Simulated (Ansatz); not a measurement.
**AlH6O3P: a ladder of functionals and wavefunction methods**

Aim: compute AlH6O3P with functionals from several rungs and with coupled cluster. The yardstick is the atomisation energy at the CCSD(T) limit.

The runs use Ansatz 0.2.0, Gaussian basis; functionals in def2-TZVPP, the program's frozen cores in correlated methods.

Plan: LDA (SPW92), PBE-D4, revPBE-D4, BLYP-D4, r2SCAN-D4, B97M-V, PBE0-D4, B3LYP-D4, r2SCANh-D4, r2SCAN0-D4, HSE06-D4, BHLYP-D4, CAM-B3LYP-D4, LC-ωPBE, ωB97X-V, ωB97M-V, B2PLYP, PBE-QIDH; CCSD(T)/def2-SVP; CCSD(T)/def2-TZVPP; MP2/def2-QZVPP; extrapolation to the limit; RPA on PBE.

## Step 1: Structure used throughout

An earlier PBE0-D4 in a triple-zeta def2 set relaxation fixed the geometry.

SMILES `[OH][Al-]([OH])([OH])[PH3+]`, 11 atoms, charge 0, spin multiplicity 1.

Atoms are counted from 1 here; the program's logs count them from 0.

Bond lengths: O1–Al2 1.712 Å, O1–H6 0.955 Å, Al2–O3 1.712 Å, Al2–O4 1.712 Å, Al2–P5 2.544 Å, O3–H7 0.955 Å, O4–H8 0.955 Å, P5–H9 1.410 Å, P5–H10 1.410 Å, P5–H11 1.410 Å. Angles: Al2–O1–H6 120.8°, O1–Al2–O3 118.2°, O1–Al2–O4 118.2°, O1–Al2–P5 97.8°, O3–Al2–O4 118.2°, O3–Al2–P5 97.8°, O4–Al2–P5 97.8°, Al2–O3–H7 120.8°, Al2–O4–H8 120.8°, Al2–P5–H9 119.0°, Al2–P5–H10 119.1°, Al2–P5–H11 119.1°, H9–P5–H10 98.4°, H9–P5–H11 98.4°, H10–P5–H11 98.4°.

Coordinates:

```xyz
11

O    -1.7450    0.4170    0.9553
Al   -0.2896   -0.4535    0.7212
O     1.0287   -0.1184    1.7608
O    -0.3815   -2.0062    0.0060
P     0.5475    0.8169   -1.3178
H    -1.8426    1.0170    1.6924
H     1.6567   -0.8012    1.9896
H    -1.2275   -2.4060   -0.1876
H     0.8495    2.1881   -1.1931
H     1.7400    0.3996   -1.9429
H    -0.2707    0.8898   -2.4633
```

## Step 2: LDA

This LDA is Slater exchange with PW92 correlation.

The input, in.yaml:

```yaml
crystal:
  periodic: [false, false, false]
  atoms:
    - {symbol: O, position_ang: [-1.745027, 0.416979, 0.955309]}
    - {symbol: Al, position_ang: [-0.289598, -0.453536, 0.721180]}
    - {symbol: O, position_ang: [1.028734, -0.118439, 1.760807]}
    - {symbol: O, position_ang: [-0.381540, -2.006233, 0.005958]}
    - {symbol: P, position_ang: [0.547495, 0.816876, -1.317775]}
    - {symbol: H, position_ang: [-1.842602, 1.016991, 1.692428]}
    - {symbol: H, position_ang: [1.656692, -0.801216, 1.989630]}
    - {symbol: H, position_ang: [-1.227473, -2.406044, -0.187646]}
    - {symbol: H, position_ang: [0.849478, 2.188111, -1.193089]}
    - {symbol: H, position_ang: [1.740008, 0.399620, -1.942864]}
    - {symbol: H, position_ang: [-0.270667, 0.889792, -2.463340]}
basis:
  gaussian: {orbitals: def2-TZVPP}
hamiltonian: {xc: lda}
output: {orbitals: {seedname: orbitals}}
```

Started as:

```sh
ansatz run in.yaml --threads 4 --pin off --events-out ev --progress --plain --max-ram 10444MiB
```

The runs that follow: PBE-D4 (GGA); revPBE-D4 (GGA); BLYP-D4 (GGA); r2SCAN-D4 (meta-GGA); B97M-V (meta-GGA); B3LYP-D4 (hybrid); r2SCANh-D4 (hybrid); r2SCAN0-D4 (hybrid); HSE06-D4 (hybrid); BHLYP-D4 (hybrid); CAM-B3LYP-D4 (range-separated); LC-ωPBE (range-separated); ωB97X-V (range-separated); ωB97M-V (range-separated); B2PLYP (double hybrid); PBE-QIDH (double hybrid); CCSD(T) in def2-SVP; CCSD(T) in def2-TZVPP; MP2 in def2-QZVPP; RPA on PBE orbitals.

**Question.** What will the summary of the whole plan be? Wanted: atomisation energy, CCSD(T)/CBS; farthest beyond LDA; mean size of error, GGA; mean size of error, meta-GGA; mean size of error, hybrid; mean size of error, range-separated; mean size of error, double hybrid; gap, smallest and largest; T1 diagnostic.

**Answer**, as computed:

```
                               quantity                                    value
        atomisation energy, CCSD(T)/CBS                            3876.3 kJ/mol
 functionals within 19.4 kJ/mol (0.5 %)   PBE-D4, CAM-B3LYP-D4, ωB97X-V, ωB97M-V
                    farthest beyond LDA                 BHLYP-D4 (-174.2 kJ/mol)
                mean size of error, GGA                              47.7 kJ/mol
           mean size of error, meta-GGA                              30.6 kJ/mol
             mean size of error, hybrid                              97.9 kJ/mol
    mean size of error, range-separated                              28.5 kJ/mol
      mean size of error, double hybrid                              91.7 kJ/mol
              gap, smallest and largest  5.55 eV (revPBE-D4), 13.05 eV (LC-ωPBE)
                          T1 diagnostic                                   0.0128
triples share of the correlation energy                                    3.4 %
```

The LDA atomisation energy is off by 518.6 kJ/mol (13 %): it overbinds. PBE-D4 is off by -6.6 kJ/mol. Double hybrids carry the basis error of their MP2 part in triple zeta, and no dispersion term here, so their miss is partly the set-up's. By mean error the best rung here is range-separated (28.5 kJ/mol) and the worst beyond LDA is hybrid (97.9 kJ/mol). The gap between the best rungs is small, so their order is not settled. The mean of the hybrids holds BHLYP, with half exact exchange. The reference freezes the cores and leaves out relativity and excitations past (T), so misses under about 19.4 kJ/mol can't be ranked. Hartree-Fock recovers 69 % of the binding; the rest is correlation. CCSD(T) in def2-SVP is off by -342.1 kJ/mol, which most functionals beat. The gap grows from 5.6 to 13.1 eV across the functionals, mostly with the share of exact exchange.
